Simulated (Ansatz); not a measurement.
# C7H19HfNO2: relaxing the structure

The task is to find a stationary geometry of C7H19HfNO2.

Program: Ansatz 0.2.0, Gaussian basis. Level of theory: RKS PBE0-D4/def2-TZVP. These are calculated values, not measurements.

Plan: relaxation at PBE0-D4/def2-TZVP.

1 further run of the same task is left out (set aside as unsound or not needed).

## 1. Where the work starts

SMILES `C[N](C)[Hf]([OH])([OH])[CH2]C(C)(C)C`, 30 atoms, charge 0, spin multiplicity 1.

Atoms are counted from 1 here; the program's logs count them from 0.

Bond lengths: C1–N2 1.455 Å, C1–H12 1.094 Å, C1–H13 1.105 Å, C1–H14 1.101 Å, N2–C3 1.456 Å, N2–Hf4 2.000 Å, C3–H15 1.096 Å, C3–H16 1.110 Å, C3–H17 1.101 Å, Hf4–O5 1.893 Å, Hf4–O6 1.897 Å, Hf4–C7 2.179 Å, O5–H18 0.964 Å, O6–H19 0.963 Å, C7–C8 1.538 Å, C7–H20 1.103 Å, C7–H21 1.101 Å, C8–C9 1.538 Å and more. Angles: N2–C1–H12 109.5°, N2–C1–H13 112.0°, N2–C1–H14 110.6°, H12–C1–H13 108.9°, H12–C1–H14 108.1°, H13–C1–H14 107.6°, C1–N2–C3 109.1°, C1–N2–Hf4 106.6°, C3–N2–Hf4 105.2°, N2–C3–H15 109.4°, N2–C3–H16 111.9°, N2–C3–H17 110.7°, H15–C3–H16 109.6°, H15–C3–H17 107.9°, H16–C3–H17 107.3°, N2–Hf4–O5 113.1°, N2–Hf4–O6 106.7°, N2–Hf4–C7 114.2° and more.

As a file:

| atom | x (Å) | y (Å) | z (Å) |
| --- | --- | --- | --- |
| C1 | 0.8464 | 0.4226 | 2.6670 |
| N2 | 0.4942 | 1.2197 | 1.5012 |
| C3 | 0.0238 | 2.5255 | 1.9404 |
| Hf4 | -1.0990 | 0.3413 | 0.6698 |
| O5 | -2.2456 | 1.5632 | -0.2112 |
| O6 | -2.2540 | -0.1520 | 2.0918 |
| C7 | -0.6375 | -1.4670 | -0.4541 |
| C8 | 0.3905 | -1.0311 | -1.5109 |
| C9 | -0.0471 | 0.3222 | -2.0959 |
| C10 | 1.7662 | -0.8523 | -0.8568 |
| C11 | 0.5008 | -2.0656 | -2.6427 |
| H12 | 1.1367 | -0.5832 | 2.3482 |
| H13 | 0.0085 | 0.3424 | 3.3834 |
| H14 | 1.6983 | 0.8710 | 3.2002 |
| H15 | -0.2598 | 3.1222 | 1.0662 |
| H16 | -0.8407 | 2.4440 | 2.6323 |
| H17 | 0.8208 | 3.0660 | 2.4752 |
| H18 | -2.8484 | 1.9118 | 0.4552 |
| H19 | -3.1190 | -0.4299 | 1.7731 |
| H20 | -1.5362 | -1.8328 | -0.9796 |
| H21 | -0.2321 | -2.3189 | 0.1137 |
| H22 | 0.6082 | 0.6203 | -2.9144 |
| H23 | -0.0099 | 1.0944 | -1.3119 |
| H24 | -1.0674 | 0.2625 | -2.4781 |
| H25 | 2.1170 | -1.7937 | -0.4376 |
| H26 | 2.4966 | -0.5203 | -1.5930 |
| H27 | 1.7065 | -0.1052 | -0.0610 |
| H28 | 0.7812 | -3.0368 | -2.2408 |
| H29 | -0.4513 | -2.1713 | -3.1581 |
| H30 | 1.2525 | -1.7689 | -3.3717 |

The start is a GFN2-xTB geometry. Hf takes the def2 core potential; no spin-orbit term is included.

## 2. Geometry optimisation, PBE0-D4/def2-TZVP

in.yaml

```yaml
crystal:
  periodic: [false, false, false]
  atoms:
    - {symbol: C, position_ang: [0.846390, 0.422570, 2.667030]}
    - {symbol: N, position_ang: [0.494230, 1.219700, 1.501250]}
    - {symbol: C, position_ang: [0.023830, 2.525540, 1.940430]}
    - {symbol: Hf, position_ang: [-1.099020, 0.341260, 0.669810]}
    - {symbol: O, position_ang: [-2.245620, 1.563230, -0.211190]}
    - {symbol: O, position_ang: [-2.253970, -0.152020, 2.091830]}
    - {symbol: C, position_ang: [-0.637540, -1.467010, -0.454050]}
    - {symbol: C, position_ang: [0.390520, -1.031060, -1.510930]}
    - {symbol: C, position_ang: [-0.047120, 0.322190, -2.095920]}
    - {symbol: C, position_ang: [1.766180, -0.852320, -0.856790]}
    - {symbol: C, position_ang: [0.500820, -2.065560, -2.642670]}
    - {symbol: H, position_ang: [1.136660, -0.583160, 2.348240]}
    - {symbol: H, position_ang: [0.008480, 0.342380, 3.383370]}
    - {symbol: H, position_ang: [1.698300, 0.871040, 3.200170]}
    - {symbol: H, position_ang: [-0.259820, 3.122240, 1.066170]}
    - {symbol: H, position_ang: [-0.840670, 2.443960, 2.632320]}
    - {symbol: H, position_ang: [0.820760, 3.065980, 2.475200]}
    - {symbol: H, position_ang: [-2.848420, 1.911760, 0.455190]}
    - {symbol: H, position_ang: [-3.119010, -0.429860, 1.773120]}
    - {symbol: H, position_ang: [-1.536250, -1.832840, -0.979580]}
    - {symbol: H, position_ang: [-0.232070, -2.318940, 0.113730]}
    - {symbol: H, position_ang: [0.608210, 0.620350, -2.914440]}
    - {symbol: H, position_ang: [-0.009880, 1.094380, -1.311920]}
    - {symbol: H, position_ang: [-1.067430, 0.262510, -2.478150]}
    - {symbol: H, position_ang: [2.116990, -1.793720, -0.437630]}
    - {symbol: H, position_ang: [2.496570, -0.520340, -1.593010]}
    - {symbol: H, position_ang: [1.706500, -0.105200, -0.060990]}
    - {symbol: H, position_ang: [0.781230, -3.036840, -2.240840]}
    - {symbol: H, position_ang: [-0.451330, -2.171320, -3.158070]}
    - {symbol: H, position_ang: [1.252470, -1.768880, -3.371700]}
basis:
  gaussian: {orbitals: def2-TZVP}
hamiltonian: {xc: pbe0, dispersion: d4}
relax: {f_tol: 0.005, max_steps: 150}
```

**Question.** What will the summary of the whole plan be? Wanted: point group; shift from the start; total energy; dispersion term; dipole moment.

The runs gave:

| quantity | value |
| --- | --- |
| point group | C1 |
| steps | 30 |
| shift from the start (rms) | 0.714 Å |
| total energy | -14454.7370 eV |
| dispersion term | -711 meV |
| dipole moment | 2.34 D |

What this shows: The relaxed geometry lies 0.71 Å (rms) from the start; the bond that changed most is Hf4–C7, from 2.179 to 2.251 Å. No vibrations were run, so it is not proven to be a minimum. The largest Mulliken charge, +1.20 e, sits on Hf4.
